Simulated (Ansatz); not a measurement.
**ClH2InO2: molecular dynamics**

Purpose: to follow the molecule's vibrations and see whether its bonds hold. The start is relaxed first. Runs: 300 steps of 0.25 fs at constant energy, with velocities drawn for 1000 K.

Program: Ansatz 0.2.0. Level of theory: RKS B3LYP-D4/def2-SVP. These are calculated values, not measurements.

**1. The starting structure**

Bond lengths: In1–O2 1.990 Å, O2–H3 1.010 Å, In1–Cl4 2.440 Å, In1–O5 1.990 Å, O5–H6 1.010 Å. Angles: In1–O2–H3 109.5°, O2–In1–Cl4 120.0°, O2–In1–O5 120.0°, Cl4–In1–O5 120.0°, In1–O5–H6 109.5°.

As a file:

```xyz
6

In    0.0000    0.0000    0.0000
O     0.0000    0.0000    1.9900
H    -0.9095   -0.2814    2.3271
Cl    2.1130    0.0000   -1.2200
O    -1.7233    0.0000   -0.9950
H    -2.2330   -0.8467   -0.7865
```

**2. Relaxing the start**

input.yaml

```yaml
crystal:
  periodic: [false, false, false]
  atoms:
    - { symbol: In, position_ang: [0.0, 0.0, 0.0] }
    - { symbol: O, position_ang: [0.0, 0.0, 1.99] }
    - { symbol: H, position_ang: [-0.9095, -0.2814, 2.3271] }
    - { symbol: Cl, position_ang: [2.113, 0.0, -1.22] }
    - { symbol: O, position_ang: [-1.7233, 0.0, -0.995] }
    - { symbol: H, position_ang: [-2.233, -0.8467, -0.7865] }
basis:
  gaussian: { orbitals: def2-SVP }
hamiltonian:
  xc: b3lyp
  dispersion: d4
relax:
  f_tol: 0.02
  max_steps: 40
```

The run is started by

```
ansatz run input.yaml --threads 2 --pin off --max-ram 3072MiB --backend cpu --events-out ev --progress --plain --runs-dir out
```

Log, cut to the lines that bear on the results:

```text
Warning: RAYON_NUM_THREADS=2 ignored (pool sized by the plan → 2); use --threads N
[...]
Functional definition: B3LYP
[...]
924 factors; integrals over basis functions are off by at most 2.7e-4 eV
[...]
mean field -21819.50086919 eV, -801.8518671539 hartree, gradient 1.4e-5 eV, S^2 0.000000; 0 other end points of the search recorded, 0 dependent functions left out
[...]
reference -21819.50112397 eV, -801.8518765169 hartree; 28, 28 occupied and 54, 54 virtual orbitals, 924 factors
relax step   1: F+E_penalty+E_count = -21819.68109344 eV  Δ(F+E_penalty+E_count) = +0.000e0 eV  max|allowed force component| = 1.582e0 eV/Å  Δτ_max = 0.0000 Å  (28 SCF iters, accepted)
[...]
relax step   7: F+E_penalty+E_count = -21819.89788828 eV  Δ(F+E_penalty+E_count) = -1.395e-3 eV  max|allowed force component| = 6.806e-2 eV/Å  Δτ_max = 0.0248 Å  (27 SCF iters, accepted)
[...]
relax step   8: F+E_penalty+E_count = -21819.89843552 eV  Δ(F+E_penalty+E_count) = -5.472e-4 eV  max|allowed force component| = 5.107e-3 eV/Å  Δτ_max = 0.0179 Å  (28 SCF iters, accepted)
924 factors; integrals over basis functions are off by at most 2.9e-4 eV
mean field -21819.71491270 eV, -801.8597331078 hartree, gradient 1.8e-5 eV, S^2 0.000000; 1 other end points of the search recorded, 0 dependent functions left out
[...]
reference -21819.71516128 eV, -801.8597422429 hartree; 28, 28 occupied and 54, 54 virtual orbitals, 924 factors
Total energy: -21819.89868410 eV, -801.8664865820 hartree
Atom 0 at    -0.001527    -0.122695    -0.022526 Å, force    -0.002802    -0.000335     0.001651 eV/Å
Atom 1 at     0.043704    -0.090167     1.977130 Å, force     0.000407     0.001518    -0.001052 eV/Å
Atom 2 at    -0.834675    -0.198767     2.370311 Å, force    -0.001653    -0.001899    -0.005107 eV/Å
Atom 3 at     2.049680     0.170680    -1.107019 Å, force    -0.000185    -0.000074     0.000050 eV/Å
Atom 4 at    -1.596612    -0.376879    -1.202686 Å, force     0.000475    -0.001327     0.000487 eV/Å
Atom 5 at    -2.413370    -0.510272    -0.699610 Å, force     0.003758     0.002117     0.003971 eV/Å
Dipole moment:    -0.670849    -0.095821     0.354657 e Å
```

Wall time 19 s (2 threads of Arm Neoverse V1, shared host); peak memory 0.18 GiB.

The steps of the relaxation:

```csv
step,energy from step 1 (eV),largest force component (eV/Å)
1,0.0000,1.5820
2,-0.0603,2.6109
3,-0.1496,1.4943
4,-0.2014,0.3393
5,-0.2133,0.1156
6,-0.2154,0.1177
7,-0.2168,0.0681
8,-0.2173,0.0051
```

Step 1 is the start.

After: Bond lengths: In1–O2 2.000 Å, O2–H3 0.968 Å, In1–Cl4 2.339 Å, In1–O5 2.000 Å, O5–H6 0.968 Å. Angles: In1–O2–H3 112.6°, O2–In1–Cl4 116.2°, O2–In1–O5 127.6°, Cl4–In1–O5 116.2°, In1–O5–H6 112.6°.

**3. Dynamics**

300 steps of 0.25 fs at constant energy, with velocities drawn for 1000 K, from the relaxed start.

input.yaml

```yaml
crystal:
  periodic: [false, false, false]
  atoms:
    - { symbol: In, position_ang: [-0.001527, -0.122695, -0.022526] }
    - { symbol: O, position_ang: [0.043704, -0.090167, 1.97713] }
    - { symbol: H, position_ang: [-0.834675, -0.198767, 2.370311] }
    - { symbol: Cl, position_ang: [2.04968, 0.17068, -1.107019] }
    - { symbol: O, position_ang: [-1.596612, -0.376879, -1.202686] }
    - { symbol: H, position_ang: [-2.41337, -0.510272, -0.69961] }
basis:
  gaussian: { orbitals: def2-SVP }
hamiltonian:
  xc: b3lyp
  dispersion: d4
md:
  timestep: 0.25
  n_steps: 300
  ensemble: nve
  temperature: 1000.0
  initial_velocities: maxwell_boltzmann
  seed: 518299
```

The run is started by

```
ansatz run input.yaml --threads 2 --pin off --max-ram 3072MiB --backend cpu --events-out ev --progress --plain --runs-dir out
```

Log, cut to the lines that bear on the results:

```text
Warning: RAYON_NUM_THREADS=2 ignored (pool sized by the plan → 2); use --threads N
[...]
[... 1 set-up line as earlier in the session ...]
[...]
925 factors; integrals over basis functions are off by at most 2.1e-4 eV
[...]
mean field -21819.71491689 eV, -801.8597332619 hartree, gradient 3.4e-5 eV, S^2 0.000000; 0 other end points of the search recorded, 0 dependent functions left out
[...]
reference -21819.71516544 eV, -801.8597423959 hartree; 28, 28 occupied and 54, 54 virtual orbitals, 925 factors
md step     0: t =     0.00 fs  T =  1000.0 K  F+E_penalty+E_count = -21819.89843972 eV  E_kin = 0.517040 eV  conserved = -21819.38139973 eV  (25 SCF iters)
[...]
md step    20: t =     5.00 fs  T =   880.3 K  F+E_penalty+E_count = -21819.83647719 eV  E_kin = 0.455171 eV  conserved = -21819.38130587 eV  (29 SCF iters)
[...]
md step    40: t =    10.00 fs  T =   712.2 K  F+E_penalty+E_count = -21819.74949306 eV  E_kin = 0.368253 eV  conserved = -21819.38124046 eV  (29 SCF iters)
[...]
md step    60: t =    15.00 fs  T =   548.2 K  F+E_penalty+E_count = -21819.66462360 eV  E_kin = 0.283437 eV  conserved = -21819.38118625 eV  (30 SCF iters)
[...]
md step    80: t =    20.00 fs  T =   502.6 K  F+E_penalty+E_count = -21819.64102988 eV  E_kin = 0.259858 eV  conserved = -21819.38117181 eV  (25 SCF iters)
md step    81: t =    20.25 fs  T =   504.0 K  F+E_penalty+E_count = -21819.64177491 eV  E_kin = 0.260579 eV  conserved = -21819.38119544 eV  (25 SCF iters)
```

**4. The log goes on: dynamics from the start**

Output, continued, cut to the lines that bear on the results:

```text
md step    82: t =    20.50 fs  T =   507.6 K  F+E_penalty+E_count = -21819.64370096 eV  E_kin = 0.262471 eV  conserved = -21819.38122993 eV  (25 SCF iters)
[...]
md step   107: t =    26.75 fs  T =   494.6 K  F+E_penalty+E_count = -21819.63709244 eV  E_kin = 0.255717 eV  conserved = -21819.38137585 eV  (34 SCF iters)
[...]
md step   132: t =    33.00 fs  T =   448.7 K  F+E_penalty+E_count = -21819.61316043 eV  E_kin = 0.231984 eV  conserved = -21819.38117618 eV  (26 SCF iters)
[...]
md step   157: t =    39.25 fs  T =   547.6 K  F+E_penalty+E_count = -21819.66452515 eV  E_kin = 0.283152 eV  conserved = -21819.38137346 eV  (29 SCF iters)
[...]
md step   182: t =    45.50 fs  T =   583.2 K  F+E_penalty+E_count = -21819.68275412 eV  E_kin = 0.301512 eV  conserved = -21819.38124200 eV  (33 SCF iters)
md step   183: t =    45.75 fs  T =   580.5 K  F+E_penalty+E_count = -21819.68134143 eV  E_kin = 0.300139 eV  conserved = -21819.38120289 eV  (33 SCF iters)
md step   184: t =    46.00 fs  T =   579.6 K  F+E_penalty+E_count = -21819.68087196 eV  E_kin = 0.299699 eV  conserved = -21819.38117314 eV  (33 SCF iters)
```

**5. The output, continued: dynamics from the start**

The log, continued, cut to the lines that bear on the results:

```text
md step   185: t =    46.25 fs  T =   581.5 K  F+E_penalty+E_count = -21819.68179429 eV  E_kin = 0.300636 eV  conserved = -21819.38115795 eV  (33 SCF iters)
[...]
md step   206: t =    51.50 fs  T =   667.9 K  F+E_penalty+E_count = -21819.72655544 eV  E_kin = 0.345340 eV  conserved = -21819.38121586 eV  (33 SCF iters)
[...]
md step   227: t =    56.75 fs  T =   822.0 K  F+E_penalty+E_count = -21819.80638666 eV  E_kin = 0.425023 eV  conserved = -21819.38136317 eV  (32 SCF iters)
[...]
md step   248: t =    62.00 fs  T =   759.4 K  F+E_penalty+E_count = -21819.77402971 eV  E_kin = 0.392641 eV  conserved = -21819.38138919 eV  (32 SCF iters)
[...]
md step   299: t =    74.75 fs  T =   507.1 K  F+E_penalty+E_count = -21819.64353490 eV  E_kin = 0.262184 eV  conserved = -21819.38135109 eV  (29 SCF iters)
[...]
md step   300: t =    75.00 fs  T =   510.1 K  F+E_penalty+E_count = -21819.64513207 eV  E_kin = 0.263764 eV  conserved = -21819.38136768 eV  (28 SCF iters)
Total energy: -21819.64538610 eV, -801.8571780525 hartree
Atom 0 at     0.038722    -0.019515    -0.041735 Å, force    -2.360345    -0.966306     1.477816 eV/Å
Atom 1 at    -0.162944    -0.422419     1.963185 Å, force     0.040292     0.433058    -0.694993 eV/Å
Atom 2 at    -0.049868     0.371901     2.506611 Å, force     0.092551    -0.036565     0.047643 eV/Å
Atom 3 at     1.994754     0.060698    -1.099991 Å, force     1.790941     0.254060    -0.956892 eV/Å
Atom 4 at    -1.606616    -0.577513    -1.084581 Å, force     0.303990     0.360350     0.102826 eV/Å
Atom 5 at    -2.412473    -0.507945    -0.548261 Å, force     0.132571    -0.044596     0.023600 eV/Å
Dipole moment:    -0.152325     0.532559     0.301340 e Å
```

It took 10 min on 2 threads of Arm Neoverse V1, shared host; peak memory 0.17 GiB.

**6. The trajectory**

The trajectory, every 16 steps (energies from step 0):

```csv
time (fs),T (K),potential energy change (meV/atom),total energy change (meV/atom)
0.0,1000,0.0,0.00
4.0,937,5.4,0.00
8.0,788,18.3,0.01
12.0,660,29.3,0.02
16.0,542,39.5,0.03
20.0,503,42.9,0.04
24.0,446,47.7,0.04
28.0,461,46.4,0.03
32.0,469,45.8,0.02
36.0,525,40.9,0.01
40.0,546,39.1,0.01
44.0,578,36.4,0.01
48.0,650,30.1,0.01
52.0,700,25.8,0.02
56.0,800,17.2,0.03
60.0,725,23.7,0.03
64.0,681,27.5,0.04
68.0,523,41.1,0.03
72.0,501,43.0,0.02
75.0,510,42.2,0.01
```

time (fs), T (K) and a bar:
```
      0.0       1000 ##############################
      3.2        949 ###########################
      6.5        794 ###################
      9.8        728 ###############
     13.0        646 ###########
     16.2        547 #####
     19.5        509 ###
     22.8        494 ##
     26.0        486 ##
     29.2        461 
     32.5        454 
     35.8        528 ####
     39.2        548 #####
     42.5        509 ###
     45.8        580 #######
     49.0        659 ###########
     52.2        718 ##############
     55.5        786 ##################
     58.8        763 #################
     62.0        759 #################
     65.2        659 ###########
     68.5        500 ###
     71.8        510 ###
     75.0        510 ###
```

**7. Frames from the trajectory**

Positions (Å) and forces (eV/Å):

```xyz
6
time_fs=9.5 T=744 dE=0.1324
In   -0.012   -0.102   -0.020    0.616   -0.120    0.100
O     0.007   -0.118    2.045    0.412    0.351   -1.273
H    -0.716   -0.680    2.327   -0.477   -0.330    0.296
Cl    2.113    0.157   -1.144   -0.814   -0.047    0.443
O    -1.633   -0.444   -1.212    0.313    0.228    0.829
H    -2.382   -0.352   -0.593   -0.049   -0.082   -0.395
6
time_fs=18.8 T=538 dE=0.2392
In   -0.019   -0.084   -0.017    0.632   -0.279    0.053
O    -0.040   -0.153    2.065    0.430    0.894   -1.458
H    -0.441   -0.990    2.285   -0.431   -0.804    0.322
Cl    2.156    0.143   -1.171   -1.232   -0.057    0.647
O    -1.647   -0.500   -1.187    0.269    0.395    0.674
H    -2.454   -0.244   -0.695    0.331   -0.149   -0.238
6
time_fs=28.0 T=461 dE=0.2787
In   -0.021   -0.067   -0.013    0.733   -0.323   -0.232
O    -0.091   -0.195    2.028    0.099    1.345   -0.957
H    -0.109   -1.114    2.259   -0.029   -1.180    0.342
Cl    2.172    0.127   -1.182   -1.339   -0.043    0.696
O    -1.634   -0.541   -1.137   -0.037    0.338    0.083
H    -2.499   -0.180   -0.855    0.574   -0.138    0.068
6
time_fs=37.5 T=498 dE=0.2597
In   -0.017   -0.052   -0.012    1.219   -0.214   -0.798
O    -0.141   -0.240    1.962   -0.535    1.276   -0.032
H     0.234   -1.069    2.215    0.618   -1.170    0.509
Cl    2.156    0.110   -1.177   -1.138   -0.003    0.613
O    -1.602   -0.573   -1.087   -0.714    0.434   -0.273
H    -2.433   -0.096   -0.875    0.550   -0.323   -0.018
6
time_fs=47.0 T=605 dE=0.2045
In   -0.004   -0.039   -0.017    1.174   -0.197   -0.929
O    -0.184   -0.292    1.919   -0.705    0.498    0.500
H     0.548   -0.820    2.213    0.844   -0.462    0.611
Cl    2.112    0.093   -1.158   -0.586    0.063    0.361
O    -1.579   -0.596   -1.058   -1.015    0.578   -0.350
H    -2.351   -0.045   -0.808    0.288   -0.480   -0.193
6
time_fs=56.2 T=809 dE=0.0991
In    0.016   -0.028   -0.027   -0.247   -0.522   -0.038
O    -0.207   -0.353    1.923   -0.308    0.182   -0.079
H     0.665   -0.350    2.316    0.538    0.019    0.547
Cl    2.057    0.078   -1.131    0.342    0.157   -0.121
O    -1.583   -0.605   -1.053   -0.651    0.511   -0.194
H    -2.385   -0.123   -0.770    0.325   -0.347   -0.114
6
time_fs=65.5 T=656 dE=0.1777
In    0.034   -0.021   -0.038   -1.993   -0.894    1.109
O    -0.197   -0.405    1.949   -0.120    0.250   -0.757
H     0.419    0.132    2.453    0.320    0.144    0.369
Cl    2.010    0.067   -1.107    1.408    0.235   -0.732
O    -1.599   -0.599   -1.065   -0.004    0.363   -0.057
H    -2.458   -0.300   -0.716    0.388   -0.098    0.068
6
time_fs=75.0 T=510 dE=0.2533
In    0.039   -0.019   -0.042   -2.360   -0.966    1.478
O    -0.163   -0.422    1.963    0.040    0.433   -0.695
H    -0.050    0.372    2.507    0.093   -0.037    0.048
Cl    1.995    0.061   -1.100    1.791    0.254   -0.957
O    -1.607   -0.578   -1.085    0.304    0.360    0.103
H    -2.413   -0.508   -0.548    0.133   -0.045    0.024
```

**8. Results**

| quantity | value |
| --- | --- |
| relaxation of the start | 7 moves, 0.217 eV lower |
| length | 300 steps of 0.25 fs |
| temperature, first and last step | 1000 and 510 K |
| temperature, second half | mean 628 K, from 473 to 825 K |
| potential energy, second half | +32 meV/atom from the start |
| largest change of the total energy | 0.04 meV/atom |
| bonds formed or broken | 0 |

**Reading.** The temperature starts at 1000 K and averages 628 K in the second half, where it ranges from 473 to 825 K. About half is expected from a start at a minimum: kinetic energy passes into potential energy until both shares match. The total energy strays from its start by at most 0.04 meV/atom, under 0.1 % of the mean kinetic energy, which is good for a step of 0.25 fs. The bonding pattern survives the run. Averages from a run of 75 fs with 6 atoms are rough. The nuclei move classically, without zero-point motion, which matters most for hydrogen.
